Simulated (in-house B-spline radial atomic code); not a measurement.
# I³³⁺: a two-valence-electron spectrum

Which levels has I³³⁺, how pure are their terms, and how much do the corrections beyond plain CI move them?

The numbers are computed with an in-house B-spline radial atomic code, version 1 (configuration interaction of two valence electrons in the frozen-core Dirac-Hartree-Fock potential, then with screened core-valence correlation, Breit and QED (CI+MBPT), no-pair Dirac, B-spline basis), except any that are marked as measured or tabulated.

**1. Starting point**

| Quantity | Value |
| --- | --- |
| element | iodine (Z = 53) |
| charge | +33 |
| core | [Ne] 3s2 3p6 |
| nucleus | mass number 127, rms radius 4.750 fm |

**2. The run**

Settings of the run, as the program recorded them:

```ini
basis_form = 3
Z = 53
core_configuration = [Ne] 3s2 3p6
rms_radius = 4.75
mass_number = 127
speed_of_light = 137.035999084
box_radius = 2.571
lmax = 6
intervals = 57
virtual_cutoff = 5618.0
```

Started as:

```
$ python run_mb.py task.json out
```

The runs that follow: Transitions.

Before running it: what results should come out? Wanted: ground level; ionisation energy; first excited level; largest CI block.

As calculated:

| quantity | value |
| --- | --- |
| ground level | 3d2 3F2 |
| ionisation energy | 2093.7 eV (plain CI 2089.4 eV) |
| first excited level | 3d2 3P0 at 104440 cm⁻¹ |
| largest CI block | 2746 |
| tabulated theoretical ionisation energy | 2093.0 ± 5 eV (NIST Atomic Spectra Database, ionization energies) |

What this shows: 3d2 3F2 lies lowest. Plain CI gives 2089.4 eV for ionisation, the corrected calculation 2093.7 eV. The lowest 9 levels have a mean term purity of 0.75, so spin-orbit mixing is strong and LS labels say little. The tabulated theoretical ionisation energy is 2093.0 ± 5 eV, so the final value is off by +0.035 %, within the tabulated uncertainty.
